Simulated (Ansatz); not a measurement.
# LaFeGe (P-6m2) in Ansatz: convergence with smearing width

Aim: find how far smearing width must go before the results for LaFeGe settle, at PBEsol. This setting moves, with any that are tied to it; all else stays.

Everything below comes from runs of Ansatz 0.2.0. Logs are shortened: lines on timing, memory, paths and dates and some standing lists are left out, and cuts for length are marked.

### Step 1. Starting point

The structure is hexagonal, space group P-6m2 (No. 187). Conventional cell: a = 4.232 Å, b = 4.232 Å, c = 4.286 Å, α = 90.00°, β = 90.00°, γ = 120.00°. La (site symmetry -6m2) is surrounded by 6 Ge at 3.25 Å and 6 Fe at 3.25 Å. Ge (site symmetry -6m2) is surrounded by 3 Fe at 2.44 Å. Fe (site symmetry -6m2) has 3 Ge at 2.44 Å as nearest neighbours.

The cell comes from a database or a generator and needn't be the stable form of this composition.

### Step 2. With smearing width 0.3 eV

The input, input.yaml:

```yaml
crystal:
  lattice:
    - [4.2318077991, 0.0, 0.0]
    - [-2.1159038996, 3.664853058, 0.0]
    - [0.0, 0.0, 4.285784]
  atoms:
    - { symbol: La, position: [0.0, 0.0, 0.0] }
    - { symbol: Ge, position: [0.6666666667, 0.3333333333, 0.5] }
    - { symbol: Fe, position: [0.3333333333, 0.6666666667, 0.5], spin: 3.0 }
hamiltonian:
  xc: pbesol
  pseudopotentials: { kind: paw }
magnetization:
  spin_polarized: true
kpoints:
  mp_grid: { grid: [6, 6, 5] }
scf:
  occupations: { method: gaussian, width: 0.3 }
output:
  forces: true
  stress: true
  eigenvalues: true
```

Potentials or basis: Ansatz PAW.

Started as:

```sh
$ ansatz run input.yaml --threads 2 --pin off --max-ram 5632MiB --backend cpu --events-out ev --progress --plain --runs-dir out
```

It took 7.5 s on 2 threads of Arm Neoverse V2, shared host; peak memory 0.38 GiB.

What came out:

| Quantity | Value |
| --- | --- |
| Free energy | -14864.7174 eV |
| Pressure | -3.8 GPa |
| Band gap on the k mesh | none (metal or under the smearing width) |
| Net moment | 2.15 μB per cell |
| Absolute moment | 2.56 μB per cell |
| Site moments | La -0.06; Ge -0.00; Fe +2.15 μB |

### Step 3. With smearing width 0.2 eV

input.yaml, as its differences from that of step 2:

```diff
@@ -17,3 +17,3 @@
 scf:
-  occupations: { method: gaussian, width: 0.3 }
+  occupations: { method: gaussian, width: 0.2 }
 output:
```

Potentials or basis: Ansatz PAW.

Started as:

```sh
$ ansatz run input.yaml --threads 2 --pin off --max-ram 5632MiB --backend cpu --events-out ev --progress --plain --runs-dir out
```

Wall time 9.5 s (2 threads of Arm Neoverse V2, shared host); peak memory 0.38 GiB.

What came out:

```yaml
Free_energy: -14864.6624 eV
Pressure: -3.9 GPa
Band_gap_on_the_k_mesh: none (metal or under the smearing width)
Net_moment: 2.19 μB per cell
Absolute_moment: 2.59 μB per cell
Site_moments: La -0.05; Ge +0.00; Fe +2.17 μB
```

### Step 4. With smearing width 0.15 eV

input.yaml, as its differences from that of step 3:

```diff
@@ -17,3 +17,3 @@
 scf:
-  occupations: { method: gaussian, width: 0.2 }
+  occupations: { method: gaussian, width: 0.15 }
 output:
```

Started as:

```sh
$ ansatz run input.yaml --threads 2 --pin off --max-ram 5632MiB --backend cpu --events-out ev --progress --plain --runs-dir out
```

Wall time 8.9 s (2 threads of Arm Neoverse V2, shared host); peak memory 0.38 GiB.

Results:

| Property | Result |
| --- | --- |
| Free energy | -14864.6422 eV |
| Pressure | -3.9 GPa |
| Band gap on the k mesh | none (metal or under the smearing width) |
| Net moment | 2.22 μB per cell |
| Absolute moment | 2.60 μB per cell |
| Site moments | La -0.05; Ge +0.01; Fe +2.17 μB |

### Step 5. With smearing width 0.1 eV

input.yaml, as its differences from that of step 4:

```diff
@@ -17,3 +17,3 @@
 scf:
-  occupations: { method: gaussian, width: 0.15 }
+  occupations: { method: gaussian, width: 0.1 }
 output:
```

Started as:

```sh
$ ansatz run input.yaml --threads 2 --pin off --max-ram 5632MiB --backend cpu --events-out ev --progress --plain --runs-dir out
```

Wall time 8.6 s (2 threads of Arm Neoverse V2, shared host); peak memory 0.38 GiB.

What came out:

```
Free energy            : -14864.6281 eV
Pressure               : -3.9 GPa
Band gap on the k mesh : none (metal or under the smearing width)
Net moment             : 2.26 μB per cell
Absolute moment        : 2.61 μB per cell
Site moments           : La -0.04; Ge +0.01; Fe +2.19 μB
```

### Step 6. With smearing width 0.05 eV

input.yaml, as its differences from that of step 5:

```diff
@@ -17,3 +17,3 @@
 scf:
-  occupations: { method: gaussian, width: 0.1 }
+  occupations: { method: gaussian, width: 0.05 }
 output:
```

Potentials or basis: Ansatz PAW.

Started as:

```sh
$ ansatz run input.yaml --threads 2 --pin off --max-ram 5632MiB --backend cpu --events-out ev --progress --plain --runs-dir out
```

Wall time 7.5 s (2 threads of Arm Neoverse V2, shared host); peak memory 0.38 GiB.

The run converged. Its results:

- Free energy: -14864.6208 eV
- Pressure: -3.8 GPa
- Band gap on the k mesh: none (metal or under the smearing width)
- Net moment: 2.30 μB per cell
- Absolute moment: 2.63 μB per cell
- Site moments: La -0.03; Ge +0.01; Fe +2.20 μB

### Step 7. With smearing width 0.025 eV

input.yaml, as its differences from that of step 6:

```diff
@@ -17,3 +17,3 @@
 scf:
-  occupations: { method: gaussian, width: 0.05 }
+  occupations: { method: gaussian, width: 0.025 }
 output:
```

Started as:

```sh
$ ansatz run input.yaml --threads 2 --pin off --max-ram 5632MiB --backend cpu --events-out ev --progress --plain --runs-dir out
```

Wall time 9 s (2 threads of Arm Neoverse V2, shared host); peak memory 0.38 GiB.

The run converged. Its results:

- Free energy: -14864.6191 eV
- Pressure: -3.8 GPa
- Band gap on the k mesh: none (metal or under the smearing width)
- Net moment: 2.30 μB per cell
- Absolute moment: 2.63 μB per cell
- Site moments: La -0.04; Ge +0.01; Fe +2.20 μB

### Step 8. With smearing width 0.01 eV

input.yaml, as its differences from that of step 7:

```diff
@@ -17,3 +17,3 @@
 scf:
-  occupations: { method: gaussian, width: 0.025 }
+  occupations: { method: gaussian, width: 0.01 }
 output:
```

Started as:

```sh
$ ansatz run input.yaml --threads 2 --pin off --max-ram 5632MiB --backend cpu --events-out ev --progress --plain --runs-dir out
```

It took 9.1 s on 2 threads of Arm Neoverse V2, shared host; peak memory 0.38 GiB.

Results (log left out):

```
Free energy            : -14864.6186 eV
Pressure               : -3.8 GPa
Band gap on the k mesh : none (metal or under the smearing width)
Net moment             : 2.30 μB per cell
Absolute moment        : 2.63 μB per cell
Site moments           : La -0.04; Ge +0.01; Fe +2.21 μB
```

### Step 9. With smearing width 0.005 eV

input.yaml, as its differences from that of step 8:

```diff
@@ -17,3 +17,3 @@
 scf:
-  occupations: { method: gaussian, width: 0.01 }
+  occupations: { method: gaussian, width: 0.005 }
 output:
```

Potentials or basis: Ansatz PAW.

Started as:

```sh
$ ansatz run input.yaml --threads 2 --pin off --max-ram 5632MiB --backend cpu --events-out ev --progress --plain --runs-dir out
```

Output:

```text
Warning: RAYON_NUM_THREADS=2 ignored (pool sized by the plan → 2); use --threads N
Engine: ansatz 0.2.0, aarch64-unknown-linux-gnu
Pseudopotentials: kind: paw
Pseudopotential: La, paw, valence charge 11, recommended cutoff 420 eV (normal), La.paw.azcp
Pseudopotential: Ge, paw, valence charge 14, recommended cutoff 420 eV (normal), Ge.paw.azcp
Pseudopotential: Fe, paw, valence charge 16, recommended cutoff 420 eV (normal), Fe.paw.azcp
Functional definition: PBEsol
  exchange = pbesol_x
  correlation = pbesol_c
Crystal: 3 atoms, lattice volume = 66.468 Å³
Basis set: ecut = 420 eV, 1269 PW (Γ), exchange–correlation on 60×60×60 points (8 copies of the dense FFT grid, shifted against one another)
Bands: 27, of which v1, the nominal top of the filled ones, is band 21 counted from 1 (20 counted from 0)
Symmetry: 12 space group operations
Space group: P-6m2 (ITA 187), of the structure as read, at distance tolerance 4.1e-5 Å
Magnetic group: BNS 187.209 (UNI 1439), of the structure as read, at distance tolerance 4.1e-5 Å
k-points: 21 of 180 (time reversal used)
Non-local potential: La, projectors of the file, l = 0: 3, l = 1: 2, l = 2: 2, l = 3: 3
Non-local potential: Ge, projectors of the file, l = 0: 2, l = 1: 2, l = 2: 3, l = 3: 1
Non-local potential: Fe, projectors of the file, l = 0: 3, l = 1: 2, l = 2: 3, l = 3: 1
PAW form: soft (Blöchl's): semilocal exchange-correlation on the pseudo side does not see the compensation charge
PAW frozen core: La, regenerated for the run's functional, and the local potential with it (the file was generated under x = pbe(κ = 0.804, μ = 0.2195149727645171), c = pbe(β = 0.06672455060314922))
PAW frozen core: Ge, regenerated for the run's functional, and the local potential with it (the file was generated under x = pbe(κ = 0.804, μ = 0.2195149727645171), c = pbe(β = 0.06672455060314922))
PAW frozen core: Fe, regenerated for the run's functional, and the local potential with it (the file was generated under x = pbe(κ = 0.804, μ = 0.2195149727645171), c = pbe(β = 0.06672455060314922))
PAW one-centre angular grid: La, 590 points (default); XC on 64 Gauss nodes
PAW one-centre angular grid: Ge, 590 points (default); XC on 64 Gauss nodes
PAW one-centre angular grid: Fe, 590 points (default); XC on 64 Gauss nodes
Initial density: superposition of atomic densities (chi_scale 0.1, normalization cell, long waves kept (reshape's long-wave potential 0.00 eV rms))
Starting moments: Σ|m| = 3 μB on 1 of 3 sites
Initial wavefunctions: pseudopotential atomic-orbital guess
Functional: x = pbesol(κ = 0.804, μ = 0.12345679012345678), c = pbesol(β = 0.046)
SCF iter   1: F=—  HF=-14865.532775 eV  |F-HF|=—  |Δ(HF+E_count)|=         —  Δρ=5.32e-2 (↑5.32e-2 ↓4.50e-2)  dr2=5.49e0  dr2_m=2.11e-2  M=2.864 μB ∫|m|=3.116 μB  β_m=0.30  ethr=3.10e-3  ⟨swp⟩=5.4  Hψ=4255  notcnv=0
Mixer restart at iter 1: flushing history
preconditioner: auto → Kerker (q_TF=auto, 2.517 Å⁻¹)  [metal: Δε(μ)=0.004 eV  Ē_g=13.050 eV  σ=0.005 eV  W_gap=0.42  n_scr=20 (ndim 8)  ℏωp=25.4 eV  f_vac=0.000  D(μ)=15.80/eV (n_scr^D=314)]
spin=Collinear: Kerker preconditioning applied to the charge; magnetization (m = ρ↑ − ρ↓) channel mixes plain (no charge-response kernel on spin).
[... 19 lines left out ...]
SCF iter  21: F=-14864.618463 eV  HF=-14864.618463 eV  |F-HF|=2.12e-7  |Δ(HF+E_count)|=   1.57e-6  Δρ=8.80e-5 (↑8.80e-5 ↓7.12e-5)  dr2=1.32e-6  dr2_m=3.50e-6  M=2.311 μB ∫|m|=2.637 μB  β_m=0.94  ethr=1.37e-8  ⟨swp⟩=2.0  Hψ=1695  notcnv=0  defer=102
SCF iter  22: F=-14864.618464 eV  HF=-14864.618464 eV  |F-HF|=2.47e-8  |Δ(HF+E_count)|=   6.86e-7  Δρ=1.90e-5 (↑1.90e-5 ↓1.63e-5)  dr2=3.40e-8  dr2_m=1.82e-7  M=2.311 μB ∫|m|=2.637 μB  β_m=0.97  ethr=3.23e-9  ⟨swp⟩=2.0  Hψ=1942  notcnv=0  defer=102
SCF iter  23: F=-14864.618464 eV  HF=-14864.618464 eV  |F-HF|=8.42e-9  |Δ(HF+E_count)|=   1.47e-9  Δρ=1.04e-5 (↑1.04e-5 ↓8.90e-6)  dr2=1.16e-8  dr2_m=5.51e-8  M=2.312 μB ∫|m|=2.637 μB  β_m=0.99  ethr=8.29e-11  ⟨swp⟩=2.0  Hψ=1963  notcnv=0  defer=102
SCF iter  24: F=-14864.618464 eV  HF=-14864.618464 eV  |F-HF|=5.24e-8  |Δ(HF+E_count)|=   2.50e-9  Δρ=6.93e-6 (↑1.41e-6 ↓6.93e-6)  dr2=5.64e-8  dr2_m=4.98e-9  M=2.312 μB ∫|m|=2.637 μB  ethr=2.84e-11  ⟨swp⟩=7.8  Hψ=5142  notcnv=0
SCF 1 converged in 24 iterations: F = -14864.618464 eV  dr2 = 5.64e-8
at 2 of the mixer's solves, the last at iteration 15, it left a direction of its history that read negative out of its fit and stepped the other way along it
SCF converged after 24 iterations
Magnetization: 2.3119 μB (21.6560 up, 19.3440 down)
Absolute magnetization: 2.6431 μB (∫|ρ↑−ρ↓|, with the PAW one-centre terms)
Spin contamination: 0.2106 ħ² per cell (⟨S²⟩ above its minimum at these occupations)
Per-site moments (μB) at R_I (Å): [(-0.03508852873628056, 1.3405542516277467), (0.010832441011567525, 1.0078345909436357), (2.2125576447607673, 1.0078345909436357)]
Free energy (F): -14864.618464 eV
Harris-Foulkes:  -14864.618464 eV  (|F-HF|=5.24e-8)
Internal energy: -14864.618347 eV  (E = F + TS)
E sigma→0 (E₀):  -14864.618405 eV
Entropy (-TS):   -0.000116 eV (-0.039 meV/atom)
Fermi energy:    11.953469 eV
--- Per-component energies (eV) ---
  E_band       = -433.238243
  E_kinetic    = 654.056874
  E_local      = -5789.116020  (includes V_loc(G=0)·N_el)
  E_nonlocal   = 741.461258
  E_hartree    = 2501.855195
  E_xc         = -329.302501
  E_vxc        = -361.878627  (∫ρ·V_xc dr)
  E_paw        = -8646.035094  (= ΣΔE_a)
  E_vpaw       = -681.489083  (= ΣTr[D̂ρ^β])
  E_aug_tail   = 0.001172  (compensation charges beyond the density's cutoff)
  E_ewald      = -3998.805879
  E_core_change = 1.266647  (= ΣΔE_core)
  E_smearing   = -0.000116  (= −TS)
  E_closure    = 0.000000  (closes the sum)
  Σ components = -14864.618464   (vs F -14864.618464, Δ=0.00e0)
--- Forces (eV/Å), atoms counted from 1 ---
  atom   1  La    -0.00000000     0.00000000    -0.00000000
  atom   2  Ge     0.00000000     0.00000000     0.00000000
  atom   3  Fe     0.00000000     0.00000000    -0.00000000
  max |Σ_I F_I| component: 1.80e-16 eV/Å
--- Stress (GPa, compression-positive) ---
       -3.748172       0.000000      -0.000000
        0.000000      -3.748172       0.000000
       -0.000000       0.000000      -3.926959
  P = ⅓ Tr σ = -3.8078 GPa (-38.078 kbar)
--- Band table (eV; the first three rows and the last of 42) ---
  k-point 0 ↑: bands = ["-75.5765", "-41.8377", "-41.8377", "-41.6627", "-20.2792", "-11.6496", "-11.6262", "-11.6262", "-11.5981", "-11.5981", "-3.9472", "-3.8312", "-3.8312", "2.6463", "8.8735", "8.8735", "9.3108", "10.0879", "10.0879", "12.0411", "12.2638", "12.2638", "12.3879", "13.7129", "14.3250", "14.3250", "14.4028"]
  k-point 1 ↑: bands = ["-75.5765", "-41.8377", "-41.8377", "-41.6628", "-20.2732", "-11.6486", "-11.6267", "-11.6267", "-11.5979", "-11.5979", "-4.1017", "-3.8203", "-3.8203", "3.0228", "8.8111", "8.8111", "9.2488", "10.0542", "10.0542", "10.9035", "12.5191", "12.5191", "13.1280", "13.8197", "14.2717", "14.2717", "14.3925"]
  k-point 2 ↑: bands = ["-75.5765", "-41.8377", "-41.8377", "-41.6629", "-20.2636", "-11.6470", "-11.6277", "-11.6277", "-11.5975", "-11.5975", "-4.3315", "-3.8026", "-3.8026", "3.7090", "8.6445", "8.7276", "8.7276", "9.9574", "9.9574", "10.3126", "13.1572", "13.1572", "13.7752", "14.1186", "14.1186", "14.1412", "14.3279"]
  k-point 20 ↓: bands = ["-73.1233", "-39.4130", "-39.4128", "-39.3040", "-20.2442", "-11.6292", "-11.6235", "-11.6203", "-11.6038", "-11.6016", "-4.1549", "-4.1300", "-4.1190", "4.0479", "8.1974", "10.1806", "10.6463", "11.6825", "11.8166", "11.9740", "12.1820", "12.6281", "12.6823", "14.2388", "14.3577", "14.3985", "14.4569"]
```

Run time: 11 s. Hardware: 2 threads of Arm Neoverse V2, shared host; peak memory 0.38 GiB.

What came out:

| Quantity | Value |
| --- | --- |
| Free energy | -14864.6185 eV |
| Pressure | -3.8 GPa |
| Band gap on the k mesh | none (metal or under the smearing width) |
| Net moment | 2.31 μB per cell |
| Absolute moment | 2.64 μB per cell |
| Site moments | La -0.04; Ge +0.01; Fe +2.21 μB |

### Step 10. Result

```
smearing width  energy less the tightest run, at zero smearing (meV/atom)  pressure (GPa)  absolute moment (μB)  SCF cycles  CPU time (s)  peak memory (GiB)
        0.3 eV                                                      -0.86           -3.83                  2.56          17            14               0.38
        0.2 eV                                                       0.55           -3.88                  2.59          22            18               0.38
       0.15 eV                                                       0.75           -3.89                  2.60          20            17               0.38
        0.1 eV                                                       0.35           -3.89                  2.61          20            17               0.38
       0.05 eV                                                      -0.06           -3.84                  2.63          16            14               0.38
      0.025 eV                                                      -0.05           -3.83                  2.63          20            17               0.38
       0.01 eV                                                      -0.02           -3.83                  2.63          19            17               0.38
      0.005 eV                                                       0.00           -3.81                  2.64          24            21               0.38
```

Against the tightest run, the energy stays within 1 meV/atom from 0.3 eV on; the pressure stays within 0.1 GPa from 0.3 eV on; the absolute moment stays within 0.02 μB from 0.05 eV on. Narrower smearing needs a denser k mesh, so at a fixed mesh the narrowest width isn't the most accurate. The tightest run that finished is the yardstick and may itself not be fully converged.

Caveats: the PAW data sets come from PBE, with cores solved anew for the run's functional, which leaves a small shift of forces and pressure.
